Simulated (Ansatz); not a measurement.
# PBE-QIDH/cc-pVTZ run of AsH3 (arsine)

Aim: the vertical ionisation energy of AsH3 (arsine) at PBE-QIDH/cc-pVTZ, from 2 runs. 

Program for the calculation: Ansatz 0.2.0.

35 further runs of the same task are left out: 1 that didn't finish, 34 set aside as unsound or not needed.

### 1 The system as given

AsH3 has 4 atoms, charge 0, and is taken as a singlet. SMILES: `[AsH3]`. The shape is that of a PBE0-D4/def2-TZVP optimisation.

Bond lengths: As1–H2 1.522 Å, As1–H3 1.522 Å, As1–H4 1.522 Å. Angles: H2–As1–H3 92.0°, H2–As1–H4 92.0°, H3–As1–H4 92.0°.

### 2 The energy at PBE-QIDH/cc-pVTZ

Contents of in.yaml:

```yaml
crystal:
  periodic: [false, false, false]
  atoms:
    - {symbol: As, position_ang: [-0.215800, 0.487600, -0.346000]}
    - {symbol: H, position_ang: [0.349900, 0.630300, 1.059400]}
    - {symbol: H, position_ang: [-1.068000, -0.705500, 0.061100]}
    - {symbol: H, position_ang: [0.933900, -0.412500, -0.774500]}
basis:
  gaussian:
    orbitals: cc-pVTZ
hamiltonian:
  xc: {name: PBE-QIDH}
correlation:
  frozen_orbitals: {As: 9, H: 0}
accuracy: high
output: {orbitals: {seedname: orbitals}}
```

Run with:

```
$ ansatz run in.yaml --threads 1 --pin off --max-ram 3480MiB --events-out events.jsonl --progress --plain --runs-dir runs
```

What it wrote:

```text
Warning: RAYON_NUM_THREADS=1 ignored (pool sized by the plan → 1); use --threads N
Functional definition: PBE-QIDH
  name "PBE-QIDH"
  parameter a = 3^(-1/3)
  parameter c = 1/3
  exchange = (1 - a)*pbe_x + a*exact_x
  correlation = (1 - c)*pbe_c + c*(mp2_os + mp2_ss)
1362 factors; integrals over basis functions are off by at most 4.0e-9 eV
mean field evaluation 1: about -60871.5429 eV, gradient 6.2e0 eV
mean field evaluation 2: about -60871.5921 eV, gradient 6.2e0 eV
mean field evaluation 4: about -60871.7968 eV, gradient 7.5e-1 eV
mean field evaluation 8: about -60871.7983 eV, gradient 2.7e-3 eV
mean field evaluation 16: about -60871.7983 eV, gradient 3.1e-7 eV
mean field -60871.79830301 eV, -2236.9973272487 hartree, gradient 8.3e-8 eV, S^2 0.000000; 0 other end points of the search recorded, 0 dependent functions left out
9 core orbitals not correlated: weight in the atoms' cores, before any rotation towards them, 1.000 or more for the frozen orbitals, at most 0.000 for the correlated occupied ones
reference -60871.79830387 eV, -2236.9973272805 hartree; 9, 9 occupied and 67, 67 virtual orbitals, 1362 factors
second order -7.17133038 eV of doubles, -0.00000000 eV of singles
Total energy: -60874.18874733 eV, -2237.0851744573 hartree
```

Wall time 6.6 s (1 thread of Intel Xeon Platinum 8175M at 2.50GHz (Skylake/Cascade Lake), shared host); peak memory 0.2 GiB.

### 3 The doublet cation at the same level

Contents of input.yaml:

```yaml
crystal:
  periodic: [false, false, false]
  atoms:
    - {symbol: As, position_ang: [-0.215800, 0.487600, -0.346000]}
    - {symbol: H, position_ang: [0.349900, 0.630300, 1.059400]}
    - {symbol: H, position_ang: [-1.068000, -0.705500, 0.061100]}
    - {symbol: H, position_ang: [0.933900, -0.412500, -0.774500]}
basis:
  gaussian: {orbitals: cc-pVTZ}
total_charge: 1
magnetization: {spin_polarized: true, initial_magnetization: 1}
hamiltonian: {xc: {name: PBE-QIDH}}
correlation: {frozen_orbitals: {As: 9, H: 0}}
accuracy: high
output: {orbitals: {seedname: orbitals}}
```

Run with:

```
$ ansatz run input.yaml --threads 1 --pin off --max-ram 3480MiB --events-out events.jsonl --progress --plain --runs-dir runs
```

What it wrote, cut to the lines that bear on the results:

```text
Warning: RAYON_NUM_THREADS=1 ignored (pool sized by the plan → 1); use --threads N
Functional definition: PBE-QIDH
  name "PBE-QIDH"
[...]
1362 factors; integrals over basis functions are off by at most 4.0e-9 eV
[...]
mean field -60861.73025635 eV, -2236.6273333586 hartree, gradient 4.1e-8 eV, S^2 0.753681; 0 other end points of the search recorded, 0 dependent functions left out
9 core orbitals not correlated: weight in the atoms' cores, before any rotation towards them, 1.000 or more for the frozen orbitals, at most 0.000 for the correlated occupied ones
reference -60861.73025726 eV, -2236.6273333918 hartree; 9, 8 occupied and 67, 68 virtual orbitals, 1362 factors
second order -6.11831294 eV of doubles, -0.00000000 eV of singles
Total energy: -60863.76969490 eV, -2236.7022813429 hartree
```

It took 7.5 s on 1 thread of Intel Xeon Platinum 8175M at 2.50GHz (Skylake/Cascade Lake), shared host; peak memory 0.27 GiB.

### 4 Summary of results

At PBE-QIDH/cc-pVTZ, 9 core orbitals frozen:

```
                                                                quantity           value
                                              singlet AsH3: total energy  -2237.08517 Eh
                         singlet AsH3: HOMO energy (SCF part's orbitals)        -9.56 eV
                         singlet AsH3: LUMO energy (SCF part's orbitals)         2.23 eV
                       singlet AsH3: HOMO–LUMO gap (SCF part's orbitals)        11.79 eV
                                            doublet cation: total energy  -2236.70228 Eh
doublet cation: HOMO energy (SCF part's orbitals) (highest over α and β)       -19.10 eV
 doublet cation: LUMO energy (SCF part's orbitals) (lowest over α and β)       -10.59 eV
                                                    doublet cation: ⟨S²⟩           0.754
                      vertical ionisation energy (to the doublet cation)       10.419 eV
```

**Reading.** The vertical ionisation energy comes to 10.42 eV (1005 kJ/mol). −ε(HOMO) before ionisation, 9.56 eV, is 0.86 eV below this ionisation energy.
